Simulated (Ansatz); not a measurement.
**Li+ with NH₃: structure and interaction energy**

An exercise on one series of results from a longer session: the logs are not shown, and one member is left open.

Program: Ansatz 0.2.0, Gaussian basis. Level of theory: PBE0-D4 structure, single points in def2-TZVPPD. These are calculated values, not measurements.

Levels: PBE-D4, revPBE-D4, BLYP-D4, r2SCAN-D4, B97M-V, PBE0-D4, B3LYP-D4, HSE06-D4, wB97X-V, wB97M-V, B2PLYP, Hartree-Fock, MP2, CCSD, CCSD(T). The reference is CCSD(T) extrapolated to the basis limit.

Cores are frozen in the correlated methods. The outer core shell of Li, Na, Mg and K is correlated. B3LYP uses VWN-RPA correlation. B2PLYP carries no dispersion term here.

163 further runs of the same task are left out: 163 set aside as unsound or not needed.

## The system as given

The pair, from a GFN2-xTB docking trial: 5 atoms, charge 1, spin multiplicity 1.

Atoms are counted from 1 here; the program's logs count them from 0.

Bond lengths: Li1–N2 1.966 Å, N2–H3 1.023 Å, N2–H4 1.021 Å, N2–H5 1.023 Å. Angles: Li1–N2–H3 112.1°, Li1–N2–H4 114.0°, Li1–N2–H5 115.8°, H3–N2–H4 104.7°, H3–N2–H5 104.7°, H4–N2–H5 104.5°.

As a file:

```
atom    x (Å)    y (Å)    z (Å)
 Li1  -0.0007   0.0021  -1.8216
  N2   0.0011   0.0094   0.1442
  H3  -0.5193  -0.7815   0.5322
  H4   0.9315  -0.0635   0.5587
  H5  -0.4126   0.8334   0.5866
```

Atoms 1 to 1 are fragment A (Li+), the rest fragment B (NH₃).

Set-up of the first run:

Contents of pre/in.yaml:

```yaml
crystal:
  periodic: [false, false, false]
  atoms:
    - {symbol: Li, position_ang: [-0.000700, 0.002100, -1.821600]}
    - {symbol: N, position_ang: [0.001100, 0.009400, 0.144200]}
    - {symbol: H, position_ang: [-0.519300, -0.781500, 0.532200]}
    - {symbol: H, position_ang: [0.931500, -0.063500, 0.558700]}
    - {symbol: H, position_ang: [-0.412600, 0.833400, 0.586600]}
basis:
  gaussian: {orbitals: def2-SVP}
total_charge: 1
hamiltonian: {xc: pbe, dispersion: d4}
relax: {f_tol: 0.03, max_steps: 250}
```

Launch:

```
$ ansatz run in.yaml --threads 2 --pin off --events-out ev --progress --plain --max-ram 5222MiB
```

Steps of the session up to this table: A first relaxation in a small basis; Relaxation at PBE0-D4; wB97X-V/def2-TZVPPD; wB97M-V/def2-TZVPPD; B2PLYP/def2-TZVPPD; B97M-V/def2-TZVPPD; CCSD(T)/def2-TZVPPD; Hartree-Fock/STO-3G; SPW92/def2-SVP; wB97M-V/def2-SVP; CCSD(T)/def2-SVP; Vibrations of the pair.

One table of the session follows, with a row left open; its other results are not shown here.

| method | interaction (kcal/mol) |
| --- | --- |
| PBE-D4 | -40.31 |
| revPBE-D4 | -39.44 |
| BLYP-D4 | -40.24 |
| r2SCAN-D4 | -38.66 |
| B97M-V | -39.17 |
| PBE0-D4 | -40.97 |
| B3LYP-D4 | -41.04 |
| HSE06-D4 | -40.96 |
| wB97X-V | -40.27 |
| wB97M-V | ? |
| B2PLYP | -40.31 |
| Hartree-Fock | -40.29 |
| MP2 | -38.76 |
| CCSD | -39.01 |
| CCSD(T) | -38.73 |
| CCSD(T)/CBS | -39.44 |

Q: Estimate the row for wB97M-V from the others.

As computed: interaction (kcal/mol): -40.18. In the column «interaction (kcal/mol)» it lies between BLYP-D4 (-40.24) and revPBE-D4 (-39.44).
